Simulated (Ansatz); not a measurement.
# One shape, several levels: triplet InH2OF

Wanted: a comparison of 6 runs (UBLYP/def2-SVP, UCAM-B3LYP/def2-SVP, UPBE-QIDH/def2-SVP, UPBE/def2-SVP, UPBE0/def2-SVP, RPA@PBE/def2-SVP) of triplet InH2OF. 

The calculation is run with Ansatz 0.2.0.

37 further runs of the same task are left out: 1 that didn't finish, 36 set aside as unsound or not needed.

### 1 The structure to begin with

InH2OF: 5 atoms, total charge 0, spin state triplet. As SMILES of the parent species, `[OH][InH][F]`. Geometry: relaxed at PBE0-D4/def2-TZVP. This is one conformer, not always the lowest. That shape belongs to the parent species and isn't relaxed for this state.

Bond lengths: O1–In2 1.966 Å, In2–F3 1.944 Å, O1–H4 0.960 Å, In2–H5 1.691 Å. Angles: O1–In2–F3 106.4°, O1–In2–H5 133.9°, F3–In2–H5 119.7°, In2–O1–H4 113.6°.

### 2 The energy at UBLYP/def2-SVP (core potential) (run 1)

run.yaml reads:

```yaml
crystal:
  periodic: [false, false, false]
  atoms:
    - symbol: O
      position_ang: [-1.279500, -0.345900, -0.577400]
    - symbol: In
      position_ang: [0.480100, 0.042500, 0.210000]
    - symbol: F
      position_ang: [1.185900, -1.654700, 0.841500]
    - symbol: H
      position_ang: [-1.725200, 0.429800, -0.925700]
    - symbol: H
      position_ang: [1.388500, 1.454700, 0.410200]
basis:
  gaussian:
    orbitals: def2-SVP
magnetization:
  spin_polarized: true
  initial_magnetization: 2
hamiltonian:
  xc: {name: BLYP}
accuracy: high
output: {orbitals: {seedname: orbitals}}
```

On the command line:

```
$ ansatz run run.yaml --threads 1 --pin off --max-ram 3480MiB --events-out events.jsonl --progress --plain --runs-dir runs
```

The log of the run:

```text
Warning: RAYON_NUM_THREADS=1 ignored (pool sized by the plan → 1); use --threads N
Functional definition: BLYP
  name "BLYP"
  parameter beta = 0.0042
  parameter a = 0.04918
  parameter b = 0.132
  parameter c = 0.2533
  parameter d = 0.349
  exchange = b88_x(beta = beta)
  correlation = lyp_c(a = a, b = b, c = c, d = d)
1445 factors; integrals over basis functions are off by at most 3.0e-9 eV
mean field evaluation 1: about -9948.8546 eV, gradient 5.3e1 eV
mean field evaluation 2: about -9784.4012 eV, gradient 1.6e2 eV
mean field evaluation 4: about -9938.1300 eV, gradient 6.6e1 eV
mean field evaluation 8: about -9960.1195 eV, gradient 7.0e0 eV
mean field evaluation 16: about -9960.3726 eV, gradient 8.3e-3 eV
mean field evaluation 32: about -9960.3726 eV, gradient 4.5e-7 eV
mean field evaluation 64: about -9957.5928 eV, gradient 8.4e0 eV
mean field -9960.37262917 eV, -366.0369427390 hartree, gradient 4.9e-8 eV, S^2 2.004341; 8 other end points of the search recorded, 0 dependent functions left out
reference -9960.37267926 eV, -366.0369445798 hartree; 21, 19 occupied and 43, 45 virtual orbitals, 1445 factors
Total energy: -9960.37267926 eV, -366.0369445798 hartree
```

Wall time 14 s (1 thread of Intel Xeon Platinum 8259CL at 2.50GHz (Skylake/Cascade Lake), shared host); peak memory 0.23 GiB.

### 3 The energy at UCAM-B3LYP/def2-SVP (core potential) (run 2)

molecule.yaml reads:

```yaml
crystal:
  periodic: [false, false, false]
  atoms:
    - {symbol: O, position_ang: [-1.279500, -0.345900, -0.577400]}
    - {symbol: In, position_ang: [0.480100, 0.042500, 0.210000]}
    - {symbol: F, position_ang: [1.185900, -1.654700, 0.841500]}
    - {symbol: H, position_ang: [-1.725200, 0.429800, -0.925700]}
    - {symbol: H, position_ang: [1.388500, 1.454700, 0.410200]}
basis:
  gaussian:
    orbitals: def2-SVP
total_charge: 0
magnetization:
  spin_polarized: true
  initial_magnetization: 2
hamiltonian:
  xc: {name: CAM-B3LYP}
accuracy: high
output: {orbitals: {seedname: orbitals}}
```

On the command line:

```
$ ansatz run molecule.yaml --threads 1 --pin off --max-ram 3480MiB --events-out events.jsonl --progress --plain --runs-dir runs
```

The log of the run, shortened:

```text
Warning: RAYON_NUM_THREADS=1 ignored (pool sized by the plan → 1); use --threads N
Functional definition: CAM-B3LYP
  name "CAM-B3LYP"
[...]
1445 factors; integrals over basis functions are off by at most 3.0e-9 eV
328 factors; integrals over basis functions are off by at most 2.3e-9 eV
[...]
mean field -9959.53506631 eV, -366.0061628715 hartree, gradient 7.8e-8 eV, S^2 2.009945; 6 other end points of the search recorded, 0 dependent functions left out
reference -9959.53508456 eV, -366.0061635423 hartree; 21, 19 occupied and 43, 45 virtual orbitals, 1445 factors
Total energy: -9959.53508456 eV, -366.0061635423 hartree
```

Wall time 25 s (1 thread of Intel Xeon Platinum 8259CL at 2.50GHz (Skylake/Cascade Lake), shared host); peak memory 0.33 GiB.

Run 3 isn't shown in full; the table further down has it.

### 4 The energy at UPBE/def2-SVP (core potential) (run 4)

molecule.yaml reads:

```yaml
crystal:
  periodic: [false, false, false]
  atoms:
    - symbol: O
      position_ang: [-1.279500, -0.345900, -0.577400]
    - symbol: In
      position_ang: [0.480100, 0.042500, 0.210000]
    - symbol: F
      position_ang: [1.185900, -1.654700, 0.841500]
    - symbol: H
      position_ang: [-1.725200, 0.429800, -0.925700]
    - symbol: H
      position_ang: [1.388500, 1.454700, 0.410200]
basis:
  gaussian: {orbitals: def2-SVP}
magnetization: {spin_polarized: true, initial_magnetization: 2}
hamiltonian: {xc: {name: PBE}}
accuracy: high
output: {orbitals: {seedname: orbitals}}
```

On the command line:

```
$ ansatz run molecule.yaml --threads 1 --pin off --max-ram 3480MiB --events-out events.jsonl --progress --plain --runs-dir runs
```

The log of the run:

```text
Warning: RAYON_NUM_THREADS=1 ignored (pool sized by the plan → 1); use --threads N
Functional definition: PBE
  name "PBE"
  parameter kappa = 0.804
  parameter beta = 0.06672455060314922
  exchange = pbe_x(kappa = kappa, mu = beta*pi^2/3)
  correlation = pbe_c(beta = beta)
1445 factors; integrals over basis functions are off by at most 3.0e-9 eV
mean field evaluation 1: about -9946.7471 eV, gradient 5.1e1 eV
mean field evaluation 2: about -9795.0698 eV, gradient 1.5e2 eV
mean field evaluation 4: about -9939.2985 eV, gradient 6.1e1 eV
mean field evaluation 8: about -9956.9279 eV, gradient 7.7e0 eV
mean field evaluation 16: about -9957.3594 eV, gradient 1.1e-2 eV
mean field evaluation 32: about -9957.3594 eV, gradient 1.6e-7 eV
mean field evaluation 64: about -9955.9313 eV, gradient 4.2e0 eV
mean field evaluation 96: about -9956.8380 eV, gradient 1.1e-1 eV
mean field -9957.35937130 eV, -365.9262075548 hartree, gradient 2.0e-8 eV, S^2 2.003759; 8 other end points of the search recorded, 0 dependent functions left out
reference -9957.35937548 eV, -365.9262077082 hartree; 21, 19 occupied and 43, 45 virtual orbitals, 1445 factors
Total energy: -9957.35937548 eV, -365.9262077082 hartree
```

It took 16 s on 1 thread of Intel Xeon Platinum 8259CL at 2.50GHz (Skylake/Cascade Lake), shared host; peak memory 0.23 GiB.

Run 5 isn't shown in full; the table further down has it.

### 5 A single-point energy at RPA@PBE/def2-SVP (core potential) (run 6)

molecule.yaml reads:

```yaml
crystal:
  periodic: [false, false, false]
  atoms:
    - {symbol: O, position_ang: [-1.279500, -0.345900, -0.577400]}
    - {symbol: In, position_ang: [0.480100, 0.042500, 0.210000]}
    - {symbol: F, position_ang: [1.185900, -1.654700, 0.841500]}
    - {symbol: H, position_ang: [-1.725200, 0.429800, -0.925700]}
    - {symbol: H, position_ang: [1.388500, 1.454700, 0.410200]}
basis:
  gaussian:
    orbitals: def2-SVP
magnetization:
  spin_polarized: true
  initial_magnetization: 2
hamiltonian:
  xc: {name: PBE}
correlation:
  method: rpa
  frozen_orbitals: {F: 1, H: 0, In: 4, O: 1}
accuracy: high
```

On the command line:

```
$ ansatz run molecule.yaml --threads 1 --pin off --max-ram 3480MiB --events-out events.jsonl --progress --plain --runs-dir runs
```

The log of the run, shortened:

```text
Warning: RAYON_NUM_THREADS=1 ignored (pool sized by the plan → 1); use --threads N
[... 2 set-up lines as earlier in the session ...]
[...]
1445 factors; integrals over basis functions are off by at most 3.0e-9 eV
[...]
mean field -9957.35937130 eV, -365.9262075548 hartree, gradient 5.3e-8 eV, S^2 2.003759; 9 other end points of the search recorded, 0 dependent functions left out
6 core orbitals not correlated: weight in the atoms' cores, before any rotation towards them, 1.000 or more for the frozen orbitals, at most 0.000 for the correlated occupied ones
reference -9911.99746101 eV, -364.2591880988 hartree; 15, 13 occupied and 43, 45 virtual orbitals, 1445 factors
Total energy: -9933.03925562 eV, -365.0324597883 hartree
```

It took 49 s on 1 thread of Intel Xeon Platinum 8259CL at 2.50GHz (Skylake/Cascade Lake), shared host; peak memory 0.32 GiB.

### 6 Overview of the runs

| run | level | frozen core orbitals | energy (Eh) | HOMO energy (eV) | ⟨S²⟩ | wall time |
| --- | --- | --- | --- | --- | --- | --- |
| 1 | UBLYP/def2-SVP (core potential) | – | -366.036945 | -2.67 | 2.004 | 14 s |
| 2 | UCAM-B3LYP/def2-SVP (core potential) | – | -366.006164 | -4.75 | 2.010 | 25 s |
| 3 | UPBE-QIDH/def2-SVP (core potential) | 6 | -365.550387 | -4.82 | 2.011 | 33 s |
| 4 | UPBE/def2-SVP (core potential) | – | -365.926208 | -2.78 | 2.004 | 16 s |
| 5 | UPBE0/def2-SVP (core potential) | – | -365.905404 | -3.66 | 2.008 | 26 s |
| 6 | RPA@PBE/def2-SVP (core potential) | 6 | -365.032460 | – | 2.004 | 49 s |

### 7 Summary of results

| quantity | value |
| --- | --- |
| run 6: total energy | -365.03246 Eh |
| run 6: RPA correlation energy (valence) | -773.3 mEh |
| run 6: ⟨S²⟩ of the reference determinant | 2.004 |

In words: Totals of different functionals can't be ranked against each other. All runs together took 2.7 min, the longest 49 s.
